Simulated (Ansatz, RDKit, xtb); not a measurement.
# Isomers of C5H2FN3, a sample narrowed down

Which of a sample of isomers of C5H2FN3 is the most stable in the gas at 298.15 K, and what are its properties? The sample is small against all isomers, and the most stable one of this formula need not be in it.

Plan: many cheap relaxations first (GFN2-xTB), then density-functional screening, relaxation at PBE-D3(BJ)/def2-SVP, vibrations (at GFN2-xTB) and a final energy. The numbers are computed, not measured.

### Step 1. Possible bonding patterns

Isomers were taken from a list of plausible structures; this is a sample, not all of them. That gives 7 candidates.

```tsv
label	SMILES	spin
c132	N#CC(C#N)(C#N)CF	singlet
c173	N#C/C=C(\F)C(=N)C#N	singlet
c442	N#Cc1ccnnc1F	singlet
c532	N#Cc1cncnc1F	singlet
c575	N#Cc1nccnc1F	singlet
c677	C#Cc1nncc(F)n1	singlet
c968	N#Cc1cc(F)cnn1	singlet
```

Candidates are built by distance geometry, with a force field where one applies, in up to four conformers (letters a to d).

**Question.** With final energies at CCSD(T)/def2-SVP + MP2/def2-TZVPP - MP2/def2-SVP, which structure will this search put lowest in free energy, and by what margin?

| quantity | value |
| --- | --- |
| lowest structure found | N#Cc1cncnc1F, singlet |
| next finalist | N#Cc1nccnc1F, singlet, 7.0 kcal/mol higher in G |
| share at equilibrium, among the finalists | 100.0 % |

The lowest structure found is `N#Cc1cncnc1F`. The margin of 7.0 kcal/mol over the next finalist is beyond the usual error of the last level; it says nothing of structures that weren't ranked. GFN2-xTB, HF/STO-3G, r2SCAN-D4/def2-SVP, PBE-D3(BJ)/def2-SVP, HF/def2-SVP and MP2/def2-SVP already put its bonding pattern lowest among the structures in one piece. Lowest found is not proven lowest: the search is finite, and each finalist counts with one conformer. Only 7 drawn patterns were tried, so whole families of isomers are missing, and the result ranks this sample alone.
